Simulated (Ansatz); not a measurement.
**C3F6: small, medium and large basis sets**

The task here is to estimate one member of a computed series from the others.

Computed with Ansatz 0.2.0, Gaussian basis. Level: one geometry, several basis sets.

Plan: PBE0-D4/def2-SVP; ωB97M-V/def2-SVP; PBE0-D4/def2-QZVPP; ωB97M-V/def2-QZVPP; the functionals' def2-TZVPP values are taken from earlier runs.

### Structure used throughout

All runs share one geometry, relaxed beforehand with PBE0-D4 in a triple-zeta def2 set.

SMILES `FC(F)=C(F)C(F)(F)F`, 9 atoms, charge 0, spin multiplicity 1.

Atoms are counted from 1 here; the program's logs count them from 0.

Bond lengths: F1–C2 1.301 Å, C2–F3 1.303 Å, C2–C4 1.326 Å, C4–F5 1.331 Å, C4–C6 1.496 Å, C6–F7 1.328 Å, C6–F8 1.336 Å, C6–F9 1.336 Å. Angles: F1–C2–F3 112.0°, F1–C2–C4 125.6°, F3–C2–C4 122.4°, C2–C4–F5 119.2°, C2–C4–C6 127.4°, F5–C4–C6 113.4°, C4–C6–F7 111.9°, C4–C6–F8 110.5°, C4–C6–F9 110.5°, F7–C6–F8 108.3°, F7–C6–F9 108.3°, F8–C6–F9 107.1°.

Coordinates:

```mol
C3F6
  3D, bonds by distance, orders not assigned

  9  8  0  0  0  0  0  0  0  0999 V2000
    1.2301   -1.7451    0.0585 F   0  0
    1.0817   -0.6501   -0.6274 C   0  0
    1.9455   -0.5611   -1.5993 F   0  0
    0.1726    0.2880   -0.3971 C   0  0
    0.1350    1.3619   -1.1824 F   0  0
   -0.8664    0.3009    0.6793 C   0  0
   -0.8018   -0.7830    1.4444 F   0  0
   -2.0900    0.3672    0.1475 F   0  0
   -0.7182    1.3750    1.4596 F   0  0
  1  2  8  0
  2  3  8  0
  2  4  8  0
  4  5  8  0
  4  6  8  0
  6  7  8  0
  6  8  8  0
  6  9  8  0
M  END
```

Set-up of the first run:

in.yaml

```yaml
crystal:
  periodic: [false, false, false]
  atoms:
    - {symbol: F, position_ang: [1.230090, -1.745115, 0.058498]}
    - {symbol: C, position_ang: [1.081664, -0.650051, -0.627426]}
    - {symbol: F, position_ang: [1.945465, -0.561129, -1.599319]}
    - {symbol: C, position_ang: [0.172624, 0.287968, -0.397082]}
    - {symbol: F, position_ang: [0.135019, 1.361865, -1.182396]}
    - {symbol: C, position_ang: [-0.866373, 0.300901, 0.679276]}
    - {symbol: F, position_ang: [-0.801846, -0.783002, 1.444360]}
    - {symbol: F, position_ang: [-2.090030, 0.367175, 0.147494]}
    - {symbol: F, position_ang: [-0.718216, 1.374987, 1.459594]}
basis:
  gaussian: {orbitals: def2-SVP}
hamiltonian: {xc: pbe0, dispersion: d4}
output: {orbitals: {seedname: orbitals}}
```

Command:

```sh
> ansatz run in.yaml --threads 2 --pin off --events-out ev --progress --plain --max-ram 32768MiB --backend cpu
```

Among the steps run: PBE0-D4 in def2-SVP; ωB97M-V in def2-SVP; PBE0-D4 in def2-QZVPP; ωB97M-V in def2-QZVPP.

One table of the session follows, with a row left open; its other results are not shown here.

It belongs to the step «Functionals by basis». 

| functional | basis | HOMO (eV) | LUMO (eV) |
| --- | --- | --- | --- |
| PBE0-D4 | def2-SVP | -8.19 | -0.35 |
| PBE0-D4 | def2-TZVPP | -8.30 | -0.44 |
| PBE0-D4 | def2-QZVPP | -8.35 | -0.49 |
| ωB97M-V | def2-SVP | ? | ? |
| ωB97M-V | def2-TZVPP | -10.58 | 1.86 |
| ωB97M-V | def2-QZVPP | -10.63 | 1.79 |

Q: Estimate the row for ωB97M-V, def2-SVP from the others.

**Answer.** HOMO (eV): -10.43; LUMO (eV): 1.98. In the column «HOMO (eV)» it lies between ωB97M-V, def2-TZVPP (-10.58) and PBE0-D4, def2-QZVPP (-8.35).
